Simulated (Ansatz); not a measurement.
# CuAu12: the cost of one run

All numbers below are computed with Ansatz 0.2.0 (DFT PBE, plane waves, PAW, scalar-relativistic, no spin polarisation).

1 further run of the same task is left out (it didn't finish).

## 1. Starting point

The cell holds 13 atoms (Au12Cu): a = 5.770 Å, b = 5.770 Å, c = 17.711 Å, α = 90.00°, β = 90.00°, γ = 60.00°.

Structure file:

```cif
data_structure
_symmetry_space_group_name_H-M 'P 1'
_symmetry_Int_Tables_number 1
_cell_length_a 5.7700
_cell_length_b 5.7700
_cell_length_c 17.7112
_cell_angle_alpha 90.000
_cell_angle_beta 90.000
_cell_angle_gamma 60.000
_cell_volume 510.66
loop_
_atom_site_label
_atom_site_type_symbol
_atom_site_fract_x
_atom_site_fract_y
_atom_site_fract_z
_atom_site_occupancy
Au1 Au 0.16667 0.16667 0.05646 1
Au2 Au 0.66667 0.16667 0.05646 1
Au3 Au 0.16667 0.66667 0.05646 1
Au4 Au 0.66667 0.66667 0.05646 1
Au5 Au 0.83333 0.33333 0.18946 1
Au6 Au 0.33333 0.33333 0.18946 1
Au7 Au 0.83333 0.83333 0.18946 1
Au8 Au 0.33333 0.83333 0.18946 1
Au9 Au 0.00000 0.00000 0.32246 1
Au10 Au 0.50000 0.00000 0.32246 1
Au11 Au 0.00000 0.50000 0.32246 1
Au12 Au 0.50000 0.50000 0.32246 1
Cu1 Cu 0.81782 0.83466 0.44894 1
```

## 2. Relaxing the start

input.yaml

```yaml
crystal:
  lattice:
    - [5.769991, 0.0, 0.0]
    - [2.884996, 4.996959, 0.0]
    - [0.0, 0.0, 17.711178]
  atoms:
    - { symbol: Au, position: [0.1666667, 0.1666667, 0.0564615] }
    - { symbol: Au, position: [0.6666667, 0.1666667, 0.0564615] }
    - { symbol: Au, position: [0.1666667, 0.6666667, 0.0564615] }
    - { symbol: Au, position: [0.6666667, 0.6666667, 0.0564615] }
    - { symbol: Au, position: [-0.1666667, 0.3333333, 0.1894617] }
    - { symbol: Au, position: [0.3333333, 0.3333333, 0.1894617] }
    - { symbol: Au, position: [-0.1666667, 0.8333333, 0.1894617] }
    - { symbol: Au, position: [0.3333333, 0.8333333, 0.1894617] }
    - { symbol: Au, position: [0.0, 0.0, 0.3224618] }
    - { symbol: Au, position: [0.5, 0.0, 0.3224618] }
    - { symbol: Au, position: [0.0, 0.5, 0.3224618] }
    - { symbol: Au, position: [0.5, 0.5, 0.3224618] }
    - { symbol: Cu, position: [0.8178183, 0.8346647, 0.4489356] }
basis:
  ecutwfc: 420.0
kpoints:
  mp_grid: { grid: [3, 3, 1] }
hamiltonian:
  xc: pbe
  pseudopotentials: { kind: paw, azcp: { folder: soft_1 } }
scf:
  occupations: { method: fermi_dirac, width: 0.05 }
  lower_state_search: "off"
relax:
  f_tol: 0.08
  max_steps: 25
  adjacent_minimum: "off"
  constraints: [{ sites: [0, 1, 2, 3] }]
```

Started as:

```
$ ansatz run input.yaml --threads 4 --pin off --max-ram 10240MiB --backend cpu --events-out ev --progress --plain --runs-dir out
```

What time and memory should one allow on 4 threads of Arm Neoverse V2, shared host?

About 87 s, with a peak of 1.7 GiB.
